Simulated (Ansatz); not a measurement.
# Au (Gold): the cost of one run

Computed with Ansatz 0.2.0 (DFT PBE, scalar-relativistic, plane waves, PAW, unless a step's input says otherwise).

The COD entry's cell or inner coordinates are ideal or old and differ from later refinements, so a difference from it is no clean test against experiment.

2 further runs of the same task are left out: 2 set aside as unsound or not needed.

## (1) The system as given

It takes space group Fm-3m (No. 225, cubic). The conventional cell has a = 4.158 Å, b = 4.158 Å, c = 4.158 Å, α = 90.00°, β = 90.00°, γ = 90.00°. Around Au (site symmetry m-3m) lie 12 Au at 2.94 Å.

Structure file:

```
Au
1.0
     0.00000    2.07906    2.07906
     2.07906    0.00000    2.07906
     2.07906    2.07906    0.00000
Au
1
Direct
  0.00000 0.00000 0.00000
```

It is the result of an earlier relaxation at this level (volume 17.97 Å³/atom; gap on the mesh: none (metal)).

## (2) The bulk in the cell of the plane

Input file input.yaml:

```yaml
crystal:
  lattice:
    - [2.9402300932, 0.0, 0.0]
    - [-1.4701150466, 2.5463139537, 0.0]
    - [1.4701150466, 0.8487713179, 2.4006878182]
  atoms:
    - { symbol: Au, position: [0.0, 0.0, 0.0] }
basis:
  ecutwfc: 420
kpoints:
  mp_grid: { grid: [12, 12, 14] }
hamiltonian:
  xc: pbe
scf:
  occupations: { method: gaussian, width: 0.1 }
output:
  forces: true
  stress: true
  eigenvalues: true
```

The run is started by

```console
> ansatz run input.yaml --threads 1 --pin off --max-ram 2560MiB --backend cpu --events-out ev --progress --plain --runs-dir out
```

Q: Estimate wall time and peak memory on 1 thread of Intel Xeon Platinum 8488C (Sapphire Rapids), shared host.

About 4.7 s, with a peak of 0.46 GiB.
